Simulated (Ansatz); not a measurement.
# Cr2Si6Mo: the cost of one run

Computed with Ansatz 0.2.0 (DFT PBE, scalar-relativistic, plane waves, PAW, unless a step names another level, unless a step's input says otherwise).

1 further run of the same task is left out (set aside as unsound or not needed).

### Step 1. The system as given

The structure is orthorhombic, space group Fmmm (No. 69). The conventional cell has a = 4.436 Å, b = 7.665 Å, c = 13.280 Å, α = 90.00°, β = 90.00°, γ = 90.00°. Around Cr (site symmetry mm2) lie 10 Si at 2.50 to 2.58 Å. Around Si (site symmetry m) lie 4 Cr at 2.50 to 2.58 Å and 5 Si at 2.51 to 2.61 Å and 1 Mo at 2.58 Å. Si (site symmetry m2m) is surrounded by 5 Si at 2.50 to 2.61 Å and 3 Mo at 2.55 to 2.58 Å and 2 Cr at 2.55 Å. Mo (site symmetry mmm) has 10 Si at 2.55 to 2.58 Å as nearest neighbours.

Coordinates:

```
Cr Si Mo
1.0
     0.00000    3.83265    6.64006
     2.21780    0.00000    6.64006
     2.21780    3.83265    0.00000
Cr Si Mo
2 6 1
Direct
  0.83256 0.83256 0.16744
  0.16744 0.16744 0.83256
  0.16673 0.49452 0.50548
  0.50548 0.83327 0.16673
  0.83662 0.16338 0.83662
  0.49452 0.16673 0.83327
  0.83327 0.50548 0.49452
  0.16338 0.83662 0.16338
  0.50000 0.50000 0.50000
```

The cell was relaxed beforehand at this level, from a generated guess; it is a trial structure. At a tolerance of 0.05 Å it has space group Fmmm (No. 69); it has 12.54 Å³/atom, an uncorrected energy of -0.39 eV/atom over the elements and, on its mesh, gap none (metal).

### Step 2. Strained cells: the elastic tensor

input.yaml reads:

```yaml
crystal:
  lattice:
    - [0.0, 3.8344961566, 6.6403495003]
    - [2.2182261981, 0.0, 6.6403495003]
    - [2.2182261981, 3.8344961566, 0.0]
  atoms:
    - { symbol: Cr, position: [0.8326120738, 0.8326120738, 0.1673879262] }
    - { symbol: Cr, position: [0.1673879262, 0.1673879262, 0.8326120738] }
    - { symbol: Si, position: [0.1666661666, 0.4945722052, 0.5054277948] }
    - { symbol: Si, position: [0.5054277948, 0.8333338334, 0.1666661666] }
    - { symbol: Si, position: [0.8365126002, 0.1634873998, 0.8365126002] }
    - { symbol: Si, position: [0.4945722052, 0.1666661666, 0.8333338334] }
    - { symbol: Si, position: [0.8333338334, 0.5054277948, 0.4945722052] }
    - { symbol: Si, position: [0.1634873998, 0.8365126002, 0.1634873998] }
    - { symbol: Mo, position: [0.5, 0.5, 0.5] }
basis:
  ecutwfc: 420
kpoints:
  mp_grid: { grid: [10, 10, 10] }
hamiltonian:
  xc: pbe
scf:
  occupations: { method: fermi_dirac, width: 0.15 }
output:
  forces: true
  stress: true
  eigenvalues: true
elastic:
  mode: relaxed_ion
  amplitude: 0.005
  stencil: two_point
```

Launch:

```
$ ansatz run input.yaml --threads 4 --pin off --max-ram 8192MiB --backend cpu --events-out ev --progress --plain --runs-dir out
```

What time and memory should one allow on 4 threads of Intel Xeon 6975P-C (Granite Rapids), shared host?

About 12 min, with a peak of 1.6 GiB.
